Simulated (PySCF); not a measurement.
# C5H5F3N2: the cost of one run

Computed with PySCF 2.14.0 and routines of our own; the level stands in each step. Atoms count from 0.

## 1. The system as given

15 atoms, charge 0, multiplicity 1; geometry from: GFN2-xTB.

## 2. Magnetic properties: GIAO B3LYP/pcSseg-1

What the job is given:

```
{"job": {"kind": "mag", "xc": "B3LYP", "basis": "pcSseg-1", "isotopologues": 0}, "charge": 0, "multiplicity": 1}
C      3.385787     1.158981     0.506719
C      2.664685     0.308276     0.073066
C      1.746937    -0.720897    -0.386503
N      0.531733    -0.741414     0.396555
N     -0.564400    -0.300591    -0.146076
C     -1.636817    -0.113863     0.512010
C     -2.855215     0.338054    -0.214114
F     -2.716210     0.351780    -1.540712
F     -3.919524    -0.445679     0.058450
F     -3.229243     1.585116     0.148460
H      4.034220     1.904735     0.859474
H      1.454671    -0.526344    -1.421747
H      2.239704    -1.699269    -0.325988
H      0.616955    -0.836654     1.408313
H     -1.757698    -0.254240     1.586076
```

With the program's defaults for keys left out, this is: GIAO B3LYP/pcSseg-1 magnetisability, rotational g tensor and spin-rotation constants, non-relativistic, gas phase.

On the command line:

```sh
$ OMP_NUM_THREADS=1 python excited_run.py task.json out
```

This one command runs all jobs of the session in turn.

Q: Estimate the wall time and peak memory of this first job on 1 thread of Arm Neoverse V2, shared host.

About 45 s, with a peak of 0.86 GiB.
